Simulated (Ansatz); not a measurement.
Turn this script for the Python package of Ansatz (0.2.0) into the input file that the command-line program reads.

The script, `energy.py`:
```python
# -*- coding: utf-8 -*-
"""Single point of FGeH2N."""

import ansatz as az
from ase import Atoms


def main():
    atoms = Atoms(["N", "Ge", "F", "H", "H"], positions=[
        (-0.6804, 0.0791, -0.3071),
        (0.568, -0.1283, 0.9925),
        (1.6427, -1.3932, 0.4755),
        (-1.252, 0.9308, -0.0059),
        (-0.2283, 0.438, -1.1963),
    ])
    molecule = az.Crystal.molecule_from_ase(atoms)

    calc = (
        molecule.calculation()
        .basis(gaussian="6-31G*")
        .correlation("mp2")
    )
    trace = []
    result = calc.session().plan().execute(on_event=trace.append)
    data = result.report
    for event in trace:
        if event["event"] == "mean_field_evaluation" and event["data"]["evaluation"] <= 25:
            print("pass {evaluation:3d}  E = {energy_ev:.6f} eV  gradient {gradient_ev:.1e}".format(**event["data"]))

    for key in ("converged", "free_energy_ev", "reference_energy_ev", "n_frozen", "n_occupied", "n_virtual"):
        print(f"{key:22s} {data[key]}")

    parts = data["correlation"]
    for name in ("random_phase", "coupled_cluster", "perturbative"):
        if name in parts:
            print(f"{name:16s} {parts[name]['energy']['hartree']:12.7f} Ha")
    if "second_order" in parts:
        pair = parts["second_order"]
        print(f"MP2 same spin {pair['same_spin']['hartree']:.7f} Ha, opposite spin {pair['opposite_spin']['hartree']:.7f} Ha")

    state = data["mean_field"]["state"]
    print(f"mean field: {state['energy']['hartree']:.7f} Ha, <S^2> = {abs(state['spin_squared']):.4f}, stability: {state.get('stability', {}).get('kind')}")


if __name__ == "__main__":
    main()
```

```console
$ python energy.py
pass   1  E = -60682.493365 eV  gradient 3.8e+01
pass   2  E = -60682.512606 eV  gradient 3.8e+01
pass   3  E = -60684.355418 eV  gradient 2.6e+01
pass   4  E = -60685.467500 eV  gradient 2.4e+00
pass   5  E = -60685.493829 eV  gradient 1.0e+00
pass   6  E = -60685.494420 eV  gradient 1.0e+00
pass   7  E = -60685.494830 eV  gradient 1.0e+00
pass   8  E = -60685.497701 eV  gradient 3.0e-01
pass   9  E = -60685.498279 eV  gradient 8.8e-02
pass  10  E = -60685.498355 eV  gradient 8.2e-05
pass  11  E = -60685.498355 eV  gradient 3.4e-03
pass  12  E = -60685.498355 eV  gradient 1.3e-06
pass  13  E = -60685.498355 eV  gradient 1.7e-05
pass  14  E = -60685.498355 eV  gradient 1.1e-06
pass  15  E = -60685.498355 eV  gradient 1.1e-06
converged              True
free_energy_ev         -60701.61647207462
reference_energy_ev    -60685.49835461006
n_frozen               11
n_occupied             [14, 14]
n_virtual              [44, 44]
MP2 same spin -0.1734355 Ha, opposite spin -0.4188944 Ha
mean field: -2230.1509304 Ha, <S^2> = 0.0000, stability: minimum
```

`input.yaml`:
```yaml
crystal:
  periodic: [false, false, false]
  atoms:
    - { symbol: "N", position_ang: [-0.6804, 0.0791, -0.3071] }
    - { symbol: Ge, position_ang: [0.568, -0.1283, 0.9925] }
    - { symbol: F, position_ang: [1.6427, -1.3932, 0.4755] }
    - { symbol: H, position_ang: [-1.252, 0.9308, -0.0059] }
    - { symbol: H, position_ang: [-0.2283, 0.438, -1.1963] }
basis:
  gaussian: { orbitals: "6-31G*" }
correlation:
  method: mp2
```

The program run on that file:
```console
$ ansatz run input.yaml --threads 1 --pin off --max-ram 4096MiB --backend cpu --events-out ev --progress --plain --runs-dir out
Engine: ansatz 0.2.0, x86_64-unknown-linux-gnu
Functional definition: HF
  exchange = exact_x
  correlation = 0
635 factors; integrals over basis functions are off by at most 5.3e-4 eV
mean field evaluation 1: about -60682.4934 eV, gradient 3.8e1 eV
mean field evaluation 2: about -60682.5126 eV, gradient 3.8e1 eV
mean field evaluation 4: about -60685.4675 eV, gradient 2.4e0 eV
mean field evaluation 8: about -60685.4977 eV, gradient 3.0e-1 eV
mean field -60685.49835461 eV, -2230.1509304237 hartree, gradient 1.1e-6 eV, S^2 0.000000; 0 other end points of the search recorded, 0 dependent functions left out
11 core orbitals not correlated: weight in the atoms' cores, before any rotation towards them, 1.000 or more for the frozen orbitals, at most 0.000 for the correlated occupied ones
reference -60685.49835461 eV, -2230.1509304237 hartree; 14, 14 occupied and 44, 44 virtual orbitals, 635 factors
second order -16.11811746 eV of doubles, -0.00000000 eV of singles
Total energy: -60701.61647207 eV, -2230.7432603153 hartree
```

Caveats:
- Total energies depend on the basis set; only differences at equal settings carry meaning.
- The geometry is a force-field or estimated start, not a minimum of this method, and the basis set is short of its limit.
- S² is that of the Hartree-Fock reference.
- Early passes use coarser integrals and grids, so their energies can't be compared with the last.
- Run time: 1.9 s on 1 thread of Intel(R) Xeon(R) Platinum 8375C CPU @ 2.90GHz (Ice Lake), with other jobs on the host, peak memory 0.19 GiB.

(A comment or docstring line of the script was reworded after the run, the code is as it ran; lines on the test bed's own set-up are left out of the output.)
